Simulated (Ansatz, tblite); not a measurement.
# The cluster Li₁₀F₁₀: rung by rung

How do method and basis change the picture of the cluster Li₁₀F₁₀ (singlet)?

Program: Ansatz 0.2.0, Gaussian basis. Level of theory: as each input shows. These are calculated values, not measurements.

Levels to be run: GFN1-xTB, GFN2-xTB, PBE-D4/def2-TZVP, r2SCAN-D4/def2-TZVP, BLYP-D4/def2-TZVP, revPBE-D4/def2-TZVP, PBE-D4/def2-SVP, PBE0-D4/def2-SVP, MP2/def2-SVP.

3 further runs of the same task are left out: 3 that didn't finish. Runs told in other sessions of the task aren't counted.

### 1 The geometry

The geometry is that of the singlet, from an earlier relaxation (PBE-D4/def2-SVP).

20 atoms, charge 0, spin multiplicity 1.

Bond lengths: Li1–F2 1.809 Å, Li1–F6 1.815 Å, Li1–F11 1.815 Å, F2–Li3 1.819 Å, F2–Li7 2.004 Å, F2–Li12 2.003 Å, Li3–F4 1.819 Å, Li3–F8 1.975 Å, Li3–F13 1.976 Å, F4–Li5 1.809 Å, F4–Li9 2.004 Å, F4–Li14 2.003 Å, Li5–F10 1.815 Å, Li5–F15 1.815 Å, F6–Li7 1.843 Å, F6–Li16 1.815 Å, Li7–F8 1.834 Å, Li7–F17 2.003 Å and more. Angles: F2–Li1–F6 97.9°, F2–Li1–F11 97.9°, F6–Li1–F11 96.8°, Li1–F2–Li3 166.8°, Li1–F2–Li7 83.2°, Li1–F2–Li12 83.2°, Li3–F2–Li7 87.1°, Li3–F2–Li12 87.1°, Li7–F2–Li12 85.3°, F2–Li3–F4 170.8°, F2–Li3–F8 93.1°, F2–Li3–F13 93.1°, F4–Li3–F8 93.1°, F4–Li3–F13 93.1°, F8–Li3–F13 95.6°, Li3–F4–Li5 166.8°, Li3–F4–Li9 87.1°, Li3–F4–Li14 87.1° and more.

PBE0-D4/def2-TZVP was run before; its log isn't repeated, and its numbers join the tables.

### 2 GFN1-xTB

Tight binding, by tblite at 300 K electronic temperature and without a spin-polarisation term:

```python
tblite.interface.Calculator('GFN1-xTB', numbers, positions, charge=0, uhf=0).singlepoint()
```

Energy -1519.9851 eV, HOMO -10.58 eV, LUMO -6.26 eV; 0.016 s.

### 3 GFN2-xTB

Tight binding, by tblite at 300 K electronic temperature and without a spin-polarisation term:

```python
tblite.interface.Calculator('GFN2-xTB', numbers, positions, charge=0, uhf=0).singlepoint()
```

Energy -1401.0278 eV, HOMO -10.70 eV, LUMO -4.05 eV; 0.014 s.

### 4 PBE-D4/def2-TZVP

start.molden holds the orbitals of an earlier run on this state, given as this run's starting guess.

Input file in.yaml:

```yaml
crystal:
  periodic: [false, false, false]
  atoms:
    - {symbol: Li, position_ang: [-0.845961, -0.847403, -3.604341]}
    - {symbol: F, position_ang: [-1.039074, -1.040431, -1.815613]}
    - {symbol: Li, position_ang: [-0.938051, -0.938448, -0.001954]}
    - {symbol: F, position_ang: [-1.043337, -1.043671, 1.811293]}
    - {symbol: Li, position_ang: [-0.854197, -0.853955, 3.600777]}
    - {symbol: F, position_ang: [-0.956377, 0.963296, -3.674486]}
    - {symbol: Li, position_ang: [-0.958102, 0.961689, -1.831412]}
    - {symbol: F, position_ang: [-1.035301, 1.034421, -0.000238]}
    - {symbol: Li, position_ang: [-0.962513, 0.958153, 1.830917]}
    - {symbol: F, position_ang: [-0.964961, 0.956604, 3.673958]}
    - {symbol: F, position_ang: [0.964886, -0.956671, -3.673958]}
    - {symbol: Li, position_ang: [0.962421, -0.958356, -1.830883]}
    - {symbol: F, position_ang: [1.035254, -1.034340, 0.000259]}
    - {symbol: Li, position_ang: [0.958343, -0.961488, 1.831369]}
    - {symbol: F, position_ang: [0.956397, -0.963330, 3.674381]}
    - {symbol: Li, position_ang: [0.854303, 0.853832, -3.600811]}
    - {symbol: F, position_ang: [1.043187, 1.043778, -1.811275]}
    - {symbol: Li, position_ang: [0.938046, 0.938467, 0.002011]}
    - {symbol: F, position_ang: [1.039082, 1.040432, 1.815612]}
    - {symbol: Li, position_ang: [0.845943, 0.847431, 3.604394]}
basis:
  gaussian: {orbitals: def2-TZVP, initial_orbitals: start.molden}
hamiltonian: {xc: pbe, dispersion: d4}
scf: {omitted_lower_state_checks: [starts]}
output: {forces: true, orbitals: {seedname: orbitals}}
```

Started as:

```sh
ansatz run in.yaml --threads 4 --pin off --events-out ev --progress --plain --max-ram 6963MiB
```

The runs that follow: r2SCAN-D4/def2-TZVP; BLYP-D4/def2-TZVP; revPBE-D4/def2-TZVP; PBE-D4/def2-SVP; PBE0-D4/def2-SVP; MP2/def2-SVP.

Before running them: what should the planned runs give, taken together? Wanted: gap in def2-TZVP, named functionals, smallest and largest; correlation energy, MP2/def2-SVP; binding an atom, functionals in def2-TZVP; PBE0 total energy, smallest basis above largest.

**Answer**, as computed:

| quantity | value |
| --- | --- |
| gap in def2-TZVP, named functionals, smallest and largest | 6.56 eV (revPBE-D4), 9.30 eV (PBE0-D4) |
| correlation energy, MP2/def2-SVP | -56.52 eV |
| binding an atom, functionals in def2-TZVP | 3.91 (revPBE-D4) to 4.08 eV (BLYP-D4) |
| PBE0 total energy, smallest basis above largest | 32.68 eV (def2-SVP, def2-TZVP) |

In words: Orbital gaps of the named functionals in def2-TZVP span 6.56 eV (revPBE-D4) to 9.30 eV (PBE0-D4); exact exchange widens it.
